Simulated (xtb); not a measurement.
**C2H3BrSe (SMILES C=C([SeH])Br): GFN2-xTB**

Wanted: a structure relaxation of C2H3BrSe. 

The results are computed with xtb 6.7.1.

6 further runs of the same task are left out: 1 that didn't finish, 5 set aside as unsound or not needed.

**1. The system as given**

The species is C2H3BrSe (7 atoms), meant as a singlet with charge 0. As SMILES, `C=C([SeH])Br`. Geometry: a rough force-field guess. This is one conformer, not always the lowest. The run starts from this shape.

Bond lengths: C1–C2 1.288 Å, C2–Se3 1.892 Å, C2–Br4 1.864 Å, C1–H5 1.068 Å, C1–H6 1.140 Å, Se3–H7 1.548 Å. Angles: C1–C2–Se3 118.9°, C1–C2–Br4 123.9°, Se3–C2–Br4 117.3°, C2–C1–H5 124.6°, C2–C1–H6 120.4°, C2–Se3–H7 92.4°, H5–C1–H6 114.7°.

**2. A geometry optimisation at GFN2-xTB**

.CHRG

```
0
```

.UHF

```
0
```

mol.xyz

```xyz
7

C     -0.620400     0.723200     0.341800
C     -0.070700    -0.152300    -0.427200
Se     1.814500    -0.309800    -0.430600
Br    -1.026000    -1.308000    -1.534400
H     -0.083600     1.425900     0.941100
H     -1.750100     0.877000     0.325200
H      1.797400    -1.324000     0.738200
```

Run with:

```sh
$ xtb mol.xyz --gfn 2 -o --json > xtb.out
```

**Question.** What will come out? Wanted: total energy at the end; dipole moment; HOMO energy; LUMO energy; HOMO–LUMO gap; dispersion energy; mean polarisability.

**Answer.** As computed:

Level: GFN2-xTB.

| quantity | value |
| --- | --- |
| total energy at the end | -13.01863 Eh |
| dipole moment | 1.60 D |
| HOMO energy | -10.66 eV |
| LUMO energy | -7.14 eV |
| HOMO–LUMO gap | 3.52 eV |
| dispersion energy | -13.31 kJ/mol |
| mean polarisability (D4 model) | 72.9 bohr³ |

**Reading.** At the final geometry: Bond lengths: C1–C2 1.323 Å, C2–Se3 1.918 Å, C2–Br4 1.905 Å, C1–H5 1.078 Å, C1–H6 1.076 Å, Se3–H7 1.447 Å. Angles: C1–C2–Se3 122.5°, C1–C2–Br4 121.6°, Se3–C2–Br4 115.9°, C2–C1–H5 120.2°, C2–C1–H6 122.3°, C2–Se3–H7 95.4°, H5–C1–H6 117.4°. The optimisation took 24 steps and changed the energy by -0.336 eV. Mulliken charges run from -0.16 on Se3 to +0.16 on H7.
